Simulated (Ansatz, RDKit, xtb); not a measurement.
# C2H8Ge2Si: ranking a sample of isomers

A sample of isomers of C2H8Ge2Si is drawn. Aim: find which of them has the lowest free energy at 298.15 K, then its properties. The sample is small against all isomers, and the most stable one of this formula need not be in it.

The funnel: GFN2-xTB relaxations, single points with a density functional, relaxations at B3LYP/def2-SVP, harmonic vibrations (at GFN2-xTB), and a last energy at a higher level. All values are calculated.

## Step 1: Drawing up candidates

Isomers were taken from a list of plausible structures; this is a sample, not all of them. That gives 4 candidates.

```tsv
label	SMILES	spin
c259	C#[C][Ge@@H]([SiH3])[GeH3]	singlet
c742	C#[C][GeH2][SiH2][GeH3]	singlet
c750	C#C[SiH]([GeH3])[GeH3]	singlet
c856	C#C[SiH2][GeH2][GeH3]	singlet
```

Candidates are built by distance geometry, with a force field where one applies, in up to four conformers (letters a to d).

## Step 2: First filter: tight binding

All 6 starts are relaxed the same way. One of them, c742b (taken from a list of positional isomers, embedded by distance geometry and UFF), in full:

File start.xyz:

```xyz
13
c742b
C     -3.156158    -0.568892    -2.714964
C     -2.362574    -0.631924    -1.838933
Ge    -1.123339    -0.702160    -0.351820
Ge     1.870319     0.938554     1.213245
Si     0.335995     1.068273    -0.581651
H     -3.835059    -0.548431    -3.551848
H     -0.332877    -2.096176    -0.390692
H     -1.878446    -0.582594     0.973065
H     -0.371925     2.289377    -0.555365
H      1.112900     0.915932    -1.808467
H      2.850826     2.138389     1.074873
H      2.628309    -0.401748     1.162853
H      1.110093     1.051852     2.501121
```

The run is started by

```
$ xtb start.xyz --gfn 2 --opt
```

What it wrote, shortened:

```text
* xtb version 6.7.1
[...]
          :  # basis functions                  46          :
[...]
          :  # electrons                        28          :
[...]
          :  Hamiltonian                  GFN2-xTB          :
[...]
          :  net charge                          0          :
          :  unpaired electrons                  0          :
[...]
   *** convergence criteria satisfied after 14 iterations ***
[...]
   *** GEOMETRY OPTIMIZATION CONVERGED AFTER 12 ITERATIONS ***
[...]
   *** convergence criteria satisfied after 3 iterations ***
[...]
         ::                     SUMMARY                     ::
         :::::::::::::::::::::::::::::::::::::::::::::::::::::
         :: total energy             -13.854469309547 Eh    ::
         :: gradient norm              0.000550913123 Eh/a0 ::
         :: HOMO-LUMO gap              4.500236389644 eV    ::
         ::.................................................::
         :: SCC energy               -14.056297175262 Eh    ::
         :: -> isotropic ES            0.011750938004 Eh    ::
         :: -> anisotropic ES          0.001253884544 Eh    ::
         :: -> anisotropic XC          0.011136387747 Eh    ::
         :: -> dispersion             -0.009192908417 Eh    ::
         :: repulsion energy           0.201827865714 Eh    ::
         :: add. restraining           0.000000000000 Eh    ::
         :: total charge               0.000000000000 e     ::
         :::::::::::::::::::::::::::::::::::::::::::::::::::::
[...]
        14        2.0000           -0.3843792             -10.4595 (HOMO)
        15                         -0.2189986              -5.9593 (LUMO)
[...]
     #   Z          covCN         q      C6AA      α(0)
     1   6 C        1.911    -0.085    33.434     9.338
     2   6 C        1.877    -0.079    33.302     9.321
     3  32 Ge       3.703     0.058   170.768    23.463
     4  32 Ge       3.749     0.024   171.389    23.500
     5  14 Si       3.705     0.421    99.118    19.066
     6   1 H        0.928     0.075     2.029     2.227
     7   1 H        0.936    -0.041     3.883     3.081
     8   1 H        0.936    -0.041     3.885     3.082
     9   1 H        0.918    -0.095     5.379     3.627
    10   1 H        0.918    -0.095     5.378     3.627
    11   1 H        0.938    -0.052     4.131     3.178
    12   1 H        0.938    -0.045     3.976     3.118
    13   1 H        0.938    -0.045     3.977     3.118
[...]
     #   Z sym  total        # sym  WBO       # sym  WBO       # sym  WBO
 ---------------------------------------------------------------------------
     1   6 C    3.973 --     2 C    2.888     6 H    0.964
     2   6 C    3.942 --     1 C    2.888     3 Ge   0.952
     3  32 Ge   3.615 --     2 C    0.952     7 H    0.861     8 H    0.861
                             5 Si   0.735
     4  32 Ge   3.523 --    11 H    0.885    13 H    0.884    12 H    0.884
                             5 Si   0.761
     5  14 Si   3.545 --    10 H    0.867     9 H    0.867     4 Ge   0.761
                             3 Ge   0.735
     6   1 H    0.992 --     1 C    0.964
     7   1 H    0.998 --     3 Ge   0.861
     8   1 H    0.998 --     3 Ge   0.861
     9   1 H    0.991 --     5 Si   0.867
    10   1 H    0.991 --     5 Si   0.867
[...]
molecular dipole:
                 x           y           z       tot (Debye)
 q only:        0.022       0.274      -0.270
   full:        0.022       0.358      -0.357       1.286
molecular quadrupole (traceless):
[...]
          | TOTAL ENERGY              -13.854469309547 Eh   |
          | GRADIENT NORM               0.000550913123 Eh/α |
          | HOMO-LUMO GAP               4.500236389644 eV   |
           -------------------------------------------------
[...]
```

Run time: 0.3 s. Hardware: 2 threads of AMD EPYC (Zen 3), shared host.

## Step 3: Distinct minima at GFN2-xTB

6 of the 6 relaxations converged. 6 distinct structures remain:

```tsv
label	start	SMILES after	spin	energy (kcal/mol)
c259a	drawn	C#[C][Ge@@H]([SiH3])[GeH3]	singlet	0.0
c856a	drawn	C#C[SiH2][GeH2][GeH3]	singlet	0.8
c856b	drawn	C#C[SiH2][GeH2][GeH3]	singlet	1.0
c742b	drawn	C#[C][GeH2][SiH2][GeH3]	singlet	6.2
c742a	drawn	C#[C][GeH2][SiH2][GeH3]	singlet	6.3
c750a	drawn	C#C[SiH]([GeH3])[GeH3]	singlet	7.8
```

## Step 4: Second filter: single points

A choice of the minima (the low ones first, few conformers of a pattern, up to a cap) and the lowest that fell apart get a single point at r2SCAN-D4/def2-SVP on the tight-binding geometry, and one at HF/STO-3G for comparison. Some singlets are also tried as triplets at the same geometry (label ending in t). The first, c259a:

File input.yaml:

```yaml
crystal:
  periodic: [false, false, false]
  atoms:
    - {symbol: C, position_ang: [-2.599188, -2.211334, -0.556610]}
    - {symbol: C, position_ang: [-1.652451, -1.620250, -0.106262]}
    - {symbol: Ge, position_ang: [-0.189569, -0.609940, 0.587993]}
    - {symbol: Ge, position_ang: [-0.652364, -0.267376, 2.919559]}
    - {symbol: Si, position_ang: [0.237189, 1.241939, -0.801398]}
    - {symbol: H, position_ang: [-3.422320, -2.741255, -0.945889]}
    - {symbol: H, position_ang: [0.934342, -1.642218, 0.537672]}
    - {symbol: H, position_ang: [1.426623, 1.951515, -0.326983]}
    - {symbol: H, position_ang: [-0.901857, 2.160353, -0.773032]}
    - {symbol: H, position_ang: [0.462239, 0.800929, -2.176214]}
    - {symbol: H, position_ang: [-1.851396, 0.596000, 3.193165]}
    - {symbol: H, position_ang: [0.463875, 0.429087, 3.649947]}
    - {symbol: H, position_ang: [-0.892238, -1.514584, 3.719331]}
basis:
  gaussian:
    orbitals: def2-SVP
hamiltonian:
  xc: r2scan
  dispersion: d4
scf:
  lower_state_search: "off"
output:
  orbitals: {seedname: orbitals}
```

The run is started by

```
$ ansatz run input.yaml --threads 2 --pin off --max-ram 5220MiB --events-out events.jsonl --progress --plain --runs-dir runs
```

What it wrote, shortened:

```text
Warning: RAYON_NUM_THREADS=2 ignored (pool sized by the plan → 2); use --threads N
Functional definition: r2SCAN
  name "r2SCAN"
[...]
1678 factors; their error is unknown
[...]
mean field -123095.80646496 eV, -4523.6874502529 hartree, gradient 9.3e-7 eV, S^2 0.000000; 0 other end points of the search recorded, 0 dependent functions left out
reference -123095.80647834 eV, -4523.6874507445 hartree; 49, 49 occupied and 101, 101 virtual orbitals, 1678 factors
Total energy: -123095.88983789 eV, -4523.6905141515 hartree
Checks for a lower state left out: stability, starts, cluster_reference, orbital_swaps, neighbouring_geometries, increment
```

It took 6 s on 2 threads of AMD EPYC (Zen 3), shared host; peak memory 0.22 GiB.

Relative energies in kcal/mol, each column from its lowest structure that stays in one piece:

```tsv
label	SMILES	spin	GFN2-xTB	HF/STO-3G	r2SCAN-D4/def2-SVP
c856a	C#C[SiH2][GeH2][GeH3]	singlet	0.8	0.1	0.0
c856b	C#C[SiH2][GeH2][GeH3]	singlet	1.0	0.0	0.1
c750a	C#C[SiH]([GeH3])[GeH3]	singlet	7.8	2.1	3.7
c259a	C#[C][Ge@@H]([SiH3])[GeH3]	singlet	0.0	0.4	4.7
c742a	C#[C][GeH2][SiH2][GeH3]	singlet	6.3	2.6	7.7
c742b	C#[C][GeH2][SiH2][GeH3]	singlet	6.2	2.7	8.2
c856at	C#C[SiH2][GeH2][GeH3]	triplet	–	–	115.1
c750at	C#C[SiH]([GeH3])[GeH3]	triplet	–	–	117.4
```

## Step 5: Third filter: density-functional geometries

4 candidates are relaxed at B3LYP/def2-SVP (chosen among the lowest in one piece, one conformer a pattern). The first, c856a:

File input.yaml:

```yaml
basis:
  gaussian: {orbitals: def2-SVP}
crystal:
  periodic: [false, false, false]
  atoms:
    - {symbol: C, position_ang: [-1.840481, 2.531404, -0.217639]}
    - {symbol: C, position_ang: [-0.876488, 1.814345, -0.272994]}
    - {symbol: Ge, position_ang: [-0.215134, -1.483927, 0.305019]}
    - {symbol: Ge, position_ang: [-1.347109, -1.776404, 2.381873]}
    - {symbol: Si, position_ang: [0.561539, 0.652641, -0.311274]}
    - {symbol: H, position_ang: [-2.676823, 3.169837, -0.179526]}
    - {symbol: H, position_ang: [1.115812, 0.654090, -1.669426]}
    - {symbol: H, position_ang: [1.560996, 1.146527, 0.644293]}
    - {symbol: H, position_ang: [-1.118682, -2.077757, -0.757158]}
    - {symbol: H, position_ang: [0.910952, -2.502536, 0.290409]}
    - {symbol: H, position_ang: [-2.568393, -0.915790, 2.534462]}
    - {symbol: H, position_ang: [-0.510020, -1.431997, 3.582081]}
    - {symbol: H, position_ang: [-1.831209, -3.171202, 2.657531]}
magnetization: {spin_polarized: false}
hamiltonian: {xc: {name: B3LYP}}
scf: {lower_state_search: off}
relax: {f_tol: 0.006}
```

The run is started by

```
$ ansatz run input.yaml --threads 2 --pin off --max-ram 5220MiB --events-out events.jsonl --progress --plain --runs-dir runs
```

What it wrote, shortened:

```text
Warning: RAYON_NUM_THREADS=2 ignored (pool sized by the plan → 2); use --threads N
[...]
Functional definition: B3LYP
  name "B3LYP"
[...]
1620 factors; integrals over basis functions are off by at most 3.0e-4 eV
[...]
mean field -123101.53497737 eV, -4523.8979692009 hartree, gradient 1.8e-6 eV, S^2 0.000000; 0 other end points of the search recorded, 0 dependent functions left out
[...]
reference -123101.53531872 eV, -4523.8979817454 hartree; 49, 49 occupied and 101, 101 virtual orbitals, 1620 factors
relax step   1: F+E_penalty+E_count = -123101.53497737 eV  Δ(F+E_penalty+E_count) = +0.000e0 eV  max|allowed force component| = 1.396e0 eV/Å  Δτ_max = 0.0000 Å  (15 SCF iters, accepted)
[...]
relax step   4: F+E_penalty+E_count = -123101.75769598 eV  Δ(F+E_penalty+E_count) = -4.993e-3 eV  max|allowed force component| = 1.447e-1 eV/Å  Δτ_max = 0.0391 Å  (21 SCF iters, accepted)
[...]
Atom 4 at     0.534815     0.625479    -0.263689 Å, force     0.002738     0.000014    -0.000081 eV/Å
Atom 5 at    -2.715903     3.172088    -0.153818 Å, force     0.001223     0.000202    -0.000720 eV/Å
Atom 6 at     1.167500     0.672370    -1.613638 Å, force    -0.000337     0.000248    -0.000030 eV/Å
Atom 7 at     1.540234     1.054840     0.751044 Å, force    -0.000088     0.000944    -0.000804 eV/Å
Atom 8 at    -1.197660    -2.071768    -0.868963 Å, force     0.000719    -0.000802    -0.000960 eV/Å
Atom 9 at     0.982226    -2.561322     0.238216 Å, force     0.000420     0.000763     0.000580 eV/Å
Atom 10 at    -2.619325    -0.838794     2.416244 Å, force     0.000846    -0.001226    -0.001239 eV/Å
Atom 11 at    -0.411174    -1.243510     3.529966 Å, force    -0.001990    -0.000168    -0.000166 eV/Å
Atom 12 at    -1.775259    -3.180662     2.713957 Å, force     0.000792     0.000788    -0.000478 eV/Å
Dipole moment:    -0.082095     0.052140     0.001208 e Å
Checks for a lower state left out: stability, starts, cluster_reference, orbital_swaps, neighbouring_geometries, increment
```

Wall time 2.4 min (2 threads of AMD EPYC (Zen 3), shared host); peak memory 0.46 GiB.

Energy change by step (eV): 0.0000, -0.1896, -0.2177, -0.2227, -0.2245, -0.2256, -0.2259, -0.2259, -0.2259, -0.2260, -0.2260, -0.2261.

After the run. Bond lengths: C1–C2 1.218 Å, Ge3–Ge4 2.448 Å, C2–Si5 1.838 Å, Ge3–Si5 2.404 Å, C1–H6 1.075 Å, Si5–H7 1.492 Å, Si5–H8 1.492 Å, Ge3–H9 1.547 Å, Ge3–H10 1.548 Å, Ge4–H11 1.543 Å, Ge4–H12 1.544 Å, Ge4–H13 1.544 Å. Some angles: C1–C2–Si5 177.9°, Ge4–Ge3–Si5 112.4°, C2–Si5–Ge3 109.4°, C2–C1–H6 179.7°, Ge3–Ge4–H11 110.5°, Ge3–Ge4–H12 110.2°, Ge3–Ge4–H13 110.4°, Ge4–Ge3–H9 109.3°, Ge4–Ge3–H10 109.2°, Si5–Ge3–H9 109.4°.

## Step 6: Ranking at B3LYP/def2-SVP

```tsv
label	spin	r2SCAN-D4/def2-SVP (kcal/mol)	B3LYP/def2-SVP, relaxed (kcal/mol)	time
c856a	singlet	0.0	0.0	2.4 min
c750a	singlet	3.7	3.6	94 s
c259a	singlet	4.7	4.6	80 s
c742a	singlet	7.7	7.8	2.6 min
```

c856a: Bond lengths: C1–C2 1.218 Å, Ge3–Ge4 2.448 Å, C2–Si5 1.838 Å, Ge3–Si5 2.404 Å, C1–H6 1.075 Å, Si5–H7 1.492 Å, Si5–H8 1.492 Å, Ge3–H9 1.547 Å, Ge3–H10 1.548 Å, Ge4–H11 1.543 Å, Ge4–H12 1.544 Å, Ge4–H13 1.544 Å. Some angles: C1–C2–Si5 177.9°, Ge4–Ge3–Si5 112.4°, C2–Si5–Ge3 109.4°, C2–C1–H6 179.7°, Ge3–Ge4–H11 110.5°, Ge3–Ge4–H12 110.2°, Ge3–Ge4–H13 110.4°, Ge4–Ge3–H9 109.3°, Ge4–Ge3–H10 109.2°, Si5–Ge3–H9 109.4°.

c750a: Bond lengths: C1–C2 1.219 Å, C2–Si5 1.839 Å, Ge3–Si5 2.405 Å, Ge4–Si5 2.405 Å, C1–H6 1.075 Å, Si5–H7 1.494 Å, Ge3–H8 1.545 Å, Ge3–H9 1.543 Å, Ge3–H10 1.543 Å, Ge4–H11 1.543 Å, Ge4–H12 1.543 Å, Ge4–H13 1.545 Å. Some angles: C1–C2–Si5 178.1°, C2–Si5–Ge3 109.0°, C2–Si5–Ge4 109.0°, Ge3–Si5–Ge4 112.0°, C2–C1–H6 179.7°, C2–Si5–H7 108.6°, Ge3–Si5–H7 109.1°, Ge4–Si5–H7 109.1°, Si5–Ge3–H8 110.2°, Si5–Ge3–H9 110.3°.

c259a: Bond lengths: C1–C2 1.218 Å, C2–Ge3 1.918 Å, Ge3–Ge4 2.453 Å, Ge3–Si5 2.405 Å, C1–H6 1.075 Å, Ge3–H7 1.547 Å, Si5–H8 1.493 Å, Si5–H9 1.491 Å, Si5–H10 1.491 Å, Ge4–H11 1.543 Å, Ge4–H12 1.544 Å, Ge4–H13 1.543 Å. Some angles: C1–C2–Ge3 178.0°, C2–Ge3–Ge4 107.9°, C2–Ge3–Si5 108.3°, Ge4–Ge3–Si5 113.5°, C2–C1–H6 179.6°, C2–Ge3–H7 107.1°, Ge4–Ge3–H7 109.5°, Si5–Ge3–H7 110.3°, Ge3–Ge4–H11 110.0°, Ge3–Ge4–H12 109.9°.

c742a: Bond lengths: C1–C2 1.217 Å, C2–Ge3 1.915 Å, Ge3–Si5 2.405 Å, Ge4–Si5 2.401 Å, C1–H6 1.075 Å, Ge3–H7 1.543 Å, Ge3–H8 1.543 Å, Si5–H9 1.494 Å, Si5–H10 1.495 Å, Ge4–H11 1.542 Å, Ge4–H12 1.544 Å, Ge4–H13 1.544 Å. Some angles: C1–C2–Ge3 177.9°, C2–Ge3–Si5 109.1°, Ge3–Si5–Ge4 112.0°, C2–C1–H6 179.6°, C2–Ge3–H7 108.0°, C2–Ge3–H8 107.8°, Si5–Ge3–H7 111.9°, Si5–Ge3–H8 111.3°, Ge3–Si5–H9 108.8°, Ge3–Si5–H10 108.3°.

## Step 7: Vibrations and thermal terms

The lowest few go on as finalists. In this search the thermal terms come from GFN2-xTB at its own nearest minimum. The first, c856a:

File start.xyz:

```xyz
13
c856a
C     -1.862468     2.518984    -0.186108
C     -0.891405     1.784597    -0.224442
Ge    -0.229428    -1.597370     0.239875
Ge    -1.357191    -1.725701     2.409006
Si     0.534815     0.625479    -0.263689
H     -2.715903     3.172088    -0.153818
H      1.167500     0.672370    -1.613638
H      1.540234     1.054840     0.751044
H     -1.197660    -2.071768    -0.868963
H      0.982226    -2.561322     0.238216
H     -2.619325    -0.838794     2.416244
H     -0.411174    -1.243510     3.529966
H     -1.775259    -3.180662     2.713957
```

The run is started by

```
$ xtb start.xyz --gfn 2 --ohess tight
```

What it wrote, shortened:

```text
* xtb version 6.7.1
[...]
          :  # basis functions                  46          :
[...]
          :  # electrons                        28          :
[...]
          :  Hamiltonian                  GFN2-xTB          :
[...]
          :  net charge                          0          :
          :  unpaired electrons                  0          :
[...]
   *** convergence criteria satisfied after 14 iterations ***
[...]
   *** GEOMETRY OPTIMIZATION CONVERGED AFTER 24 ITERATIONS ***
[...]
   *** convergence criteria satisfied after 3 iterations ***
[...]
         ::                     SUMMARY                     ::
         :::::::::::::::::::::::::::::::::::::::::::::::::::::
         :: total energy             -13.863130508593 Eh    ::
         :: gradient norm              0.000340327760 Eh/a0 ::
         :: HOMO-LUMO gap              4.189453574109 eV    ::
         ::.................................................::
         :: SCC energy               -14.067532412525 Eh    ::
         :: -> isotropic ES            0.011412083349 Eh    ::
         :: -> anisotropic ES         -0.001259702747 Eh    ::
         :: -> anisotropic XC          0.012366484653 Eh    ::
         :: -> dispersion             -0.009552391210 Eh    ::
         :: repulsion energy           0.204401903933 Eh    ::
         :: add. restraining           0.000000000000 Eh    ::
         :: total charge              -0.000000000000 e     ::
         :::::::::::::::::::::::::::::::::::::::::::::::::::::
[...]
        14        2.0000           -0.3797339             -10.3331 (HOMO)
        15                         -0.2257744              -6.1436 (LUMO)
[...]
molecular dipole:
                 x           y           z       tot (Debye)
 q only:        0.292       0.620      -0.399
   full:        0.201       0.467      -0.335       1.548
molecular quadrupole (traceless):
[...]
          | TOTAL ENERGY              -13.863130508641 Eh   |
          | TOTAL ENTHALPY            -13.780739681787 Eh   |
          | TOTAL FREE ENERGY         -13.830424077669 Eh   |
          | GRADIENT NORM               0.000340522964 Eh/α |
[...]
```

Run time: 1.3 s. Hardware: 2 threads of AMD EPYC (Zen 3), shared host; peak memory 0.11 GiB.

## Step 8: Thermal terms of the finalists

As xtb prints them, at 298.15 K, with its own treatment of low modes:

```tsv
label	SMILES	spin	lowest mode (cm⁻¹)	zero-point (kcal/mol)	G − E (kcal/mol)
c856a	C#C[SiH2][GeH2][GeH3]	singlet	6	44.3	20.5
c750a	C#C[SiH]([GeH3])[GeH3]	singlet	3i	44.4	19.9
c259a	C#[C][Ge@@H]([SiH3])[GeH3]	singlet	17	44.2	20.2
c742a	C#[C][GeH2][SiH2][GeH3]	singlet	11i	44.6	20.9
```

c750a, c742a keep an imaginary mode, a small one that points to a nearly free motion; the harmonic terms are rough for it.

## Step 9: The final energy

Each finalist gets a single point at CCSD(T)/def2-SVP + MP2/def2-TZVPP - MP2/def2-SVP.

c856a, CCSD(T)/def2-SVP:

File input.yaml:

```yaml
crystal:
  periodic: [false, false, false]
  atoms:
    - symbol: C
      position_ang: [-1.862468, 2.518984, -0.186108]
    - symbol: C
      position_ang: [-0.891405, 1.784597, -0.224442]
    - symbol: Ge
      position_ang: [-0.229428, -1.597370, 0.239875]
    - symbol: Ge
      position_ang: [-1.357191, -1.725701, 2.409006]
    - symbol: Si
      position_ang: [0.534815, 0.625479, -0.263689]
    - symbol: H
      position_ang: [-2.715903, 3.172088, -0.153818]
    - symbol: H
      position_ang: [1.167500, 0.672370, -1.613638]
    - symbol: H
      position_ang: [1.540234, 1.054840, 0.751044]
    - symbol: H
      position_ang: [-1.197660, -2.071768, -0.868963]
    - symbol: H
      position_ang: [0.982226, -2.561322, 0.238216]
    - symbol: H
      position_ang: [-2.619325, -0.838794, 2.416244]
    - symbol: H
      position_ang: [-0.411174, -1.243510, 3.529966]
    - symbol: H
      position_ang: [-1.775259, -3.180662, 2.713957]
basis:
  gaussian:
    orbitals: def2-SVP
correlation:
  method: ccsd_t
  frozen_orbitals: {Si: 5, C: 1, H: 0, Ge: 9}
```

The run is started by

```
$ ansatz run input.yaml --threads 2 --pin off --max-ram 5220MiB --events-out events.jsonl --progress --plain --runs-dir runs
```

What it wrote, shortened:

```text
Warning: RAYON_NUM_THREADS=2 ignored (pool sized by the plan → 2); use --threads N
Functional definition: HF
  name "HF"
[...]
1499 factors; integrals over basis functions are off by at most 1.4e-3 eV
[...]
mean field -122977.26192181 eV, -4519.3310186444 hartree, gradient 3.1e-6 eV, S^2 0.000000; 0 other end points of the search recorded, 0 dependent functions left out
25 core orbitals not correlated: weight in the atoms' cores, before any rotation towards them, 1.000 or more for the frozen orbitals, at most 0.000 for the correlated occupied ones
reference -122977.26192181 eV, -4519.3310186444 hartree; 24, 24 occupied and 101, 101 virtual orbitals, 1499 factors
second order -22.24661356 eV of doubles, -0.00000000 eV of singles
cycle   1  -22.49972854 eV  change   -2.5e-1 eV  update   1.3e-1
[...]
cycle   9  -23.50971373 eV  change   -3.4e-5 eV  update   1.5e-5
perturbative correction -0.82405032 eV, -0.0302832909 hartree
Total energy: -123001.59568586 eV, -4520.2252679794 hartree
```

It took 2 min on 2 threads of AMD EPYC (Zen 3), shared host; peak memory 1.2 GiB.

(Part 1 of 2 ends here.)
